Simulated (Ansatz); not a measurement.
# YNbTl: the cost of one run

Method: DFT PBE, scalar-relativistic, plane waves, PAW, in Ansatz 0.2.0.

2 further runs of the same task are left out: 1 that didn't finish, 1 set aside as unsound or not needed.

## Step 1: The structure to begin with

The structure is tetragonal, space group P4/nmm (No. 129). Conventional cell: a = 4.537 Å, b = 4.537 Å, c = 7.571 Å, α = 90.00°, β = 90.00°, γ = 90.00°. Y (site symmetry 4mm) has 4 Nb at 3.31 Å and 5 Tl at 3.40 to 3.68 Å as nearest neighbours. Nb (site symmetry -4m2) has 4 Tl at 2.60 Å as nearest neighbours. Tl (site symmetry 4mm) has 4 Nb at 2.60 Å as nearest neighbours.

Coordinates:

```cif
data_structure
_symmetry_space_group_name_H-M 'P4/nmm:1'
_symmetry_Int_Tables_number 129
_cell_length_a 4.5367
_cell_length_b 4.5367
_cell_length_c 7.5706
_cell_angle_alpha 90.000
_cell_angle_beta 90.000
_cell_angle_gamma 90.000
_cell_volume 155.82
loop_
_atom_site_label
_atom_site_type_symbol
_atom_site_symmetry_multiplicity
_atom_site_Wyckoff_symbol
_atom_site_fract_x
_atom_site_fract_y
_atom_site_fract_z
_atom_site_occupancy
Y1 Y 2 c 0.50000 0.00000 0.68213 1
Nb1 Nb 2 a 0.00000 0.00000 0.00000 1
Tl1 Tl 2 c 0.50000 0.00000 0.16774 1
```

Recipe of the guess: species swapped into a database cell of PrSiRu (P4/nmm, No. 129), with Y on the Pr sites, Tl on the Si sites and Nb on the Ru sites. The dimensions are guesses.

## Step 2: Probe: one point on a coarse mesh

Contents of input.yaml:

```yaml
crystal:
  lattice:
    - [4.53673242, 0.0, 0.0]
    - [0.0, 4.53673242, 0.0]
    - [0.0, 0.0, 7.57063442]
  atoms:
    - { symbol: "Y", position: [0.5, 0.0, 0.6821301] }
    - { symbol: "Y", position: [0.0, 0.5, 0.3178699] }
    - { symbol: Nb, position: [0.0, 0.0, 0.0] }
    - { symbol: Nb, position: [0.5, 0.5, 0.0] }
    - { symbol: Tl, position: [0.5, 0.0, 0.16773903] }
    - { symbol: Tl, position: [0.0, 0.5, 0.83226097] }
basis:
  ecutwfc: 420
kpoints:
  mp_grid: { grid: [4, 4, 2] }
hamiltonian:
  xc: pbe
scf:
  occupations: { method: gaussian, width: 0.1 }
  lower_state_search: "off"
output:
  forces: true
  stress: true
  eigenvalues: true
```

Launch:

```sh
> ansatz run input.yaml --threads 1 --pin off --max-ram 2560MiB --backend cpu --events-out ev --progress --plain --runs-dir out
```

What time and memory should one allow on 1 thread of Arm Neoverse V2, shared host?

About 3.9 s, with a peak of 0.42 GiB.
